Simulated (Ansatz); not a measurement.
**ClFGaHO: a ladder of functionals and wavefunction methods**

How much do the methods differ for ClFGaHO? The plan is to run it at one geometry with functionals of several rungs and with coupled cluster, and see how far each lands from CCSD(T) at the basis-set limit for the atomisation energy.

Method: functionals in def2-TZVPP, the program's frozen cores in correlated methods; program: Ansatz 0.2.0, Gaussian basis.

Plan: PBE-D4, r2SCAN-D4, PBE0-D4, B3LYP-D4, ωB97X-V, ωB97M-V, B2PLYP; CCSD(T)/def2-TZVPP; CCSD(T)/def2-QZVPP; extrapolation to the limit.

## (1) The relaxed structure

All runs share one geometry, relaxed beforehand with PBE0-D4 in a triple-zeta def2 set.

SMILES `[OH][Ga]([F])[Cl]`, 5 atoms, charge 0, spin multiplicity 1.

Atoms are counted from 1 here; the program's logs count them from 0.

Bond lengths: O1–Ga2 1.761 Å, O1–H5 0.961 Å, Ga2–F3 1.743 Å, Ga2–Cl4 2.102 Å. Angles: Ga2–O1–H5 112.6°, O1–Ga2–F3 118.6°, O1–Ga2–Cl4 122.3°, F3–Ga2–Cl4 119.0°.

## (2) PBE-D4 (GGA)

in.yaml

```yaml
crystal:
  periodic: [false, false, false]
  atoms:
    - {symbol: O, position_ang: [0.566444, 0.633034, -1.088549]}
    - {symbol: Ga, position_ang: [-0.015166, -0.256472, 0.316099]}
    - {symbol: F, position_ang: [-1.631868, 0.052253, 0.888676]}
    - {symbol: Cl, position_ang: [1.170191, -1.671953, 1.320886]}
    - {symbol: H, position_ang: [-0.089601, 1.243139, -1.437112]}
basis:
  gaussian: {orbitals: def2-TZVPP}
hamiltonian: {xc: pbe, dispersion: d4}
output: {forces: true, orbitals: {seedname: orbitals}}
```

Run with:

```
$ ansatz run in.yaml --threads 2 --pin off --events-out ev --progress --plain --max-ram 32768MiB --backend cpu
```

The runs that follow: r2SCAN-D4 (meta-GGA); PBE0-D4 (hybrid); B3LYP-D4 (hybrid); ωB97X-V (range-separated); ωB97M-V (range-separated); B2PLYP (double hybrid); CCSD(T) in def2-TZVPP; CCSD(T) in def2-QZVPP.

**Question.** What will the summary of the whole plan be? Wanted: atomisation energy, CCSD(T)/CBS; farthest; mean size of error, hybrid; mean size of error, range-separated; gap, smallest and largest; T1 diagnostic; triples share of the correlation energy.

As calculated:

```
                               quantity                                 value
        atomisation energy, CCSD(T)/CBS                             17.491 eV
    functionals within 0.175 eV (1.0 %)            PBE-D4, r2SCAN-D4, ωB97X-V
                               farthest                  B3LYP-D4 (-0.604 eV)
             mean size of error, hybrid                              0.523 eV
    mean size of error, range-separated                              0.177 eV
              gap, smallest and largest  5.41 eV (PBE-D4), 12.64 eV (ωB97X-V)
                          T1 diagnostic                                0.0135
triples share of the correlation energy                                 3.6 %
```

**Reading.** PBE-D4 is off by +0.131 eV. Double hybrids carry the basis error of their MP2 part in triple zeta, and no dispersion term here, so their miss is partly the set-up's. Misses under about 0.175 eV are within the doubt on the reference itself, which lacks core-valence correlation, relativity and higher excitations, and its outer-core shells are covered unevenly. Hartree-Fock recovers 68 % of the binding; the rest is correlation. Orbital gaps span 5.4 to 12.6 eV; exact exchange widens them. Correlated methods include outer-core shells of Ga, which these sets cover unevenly.
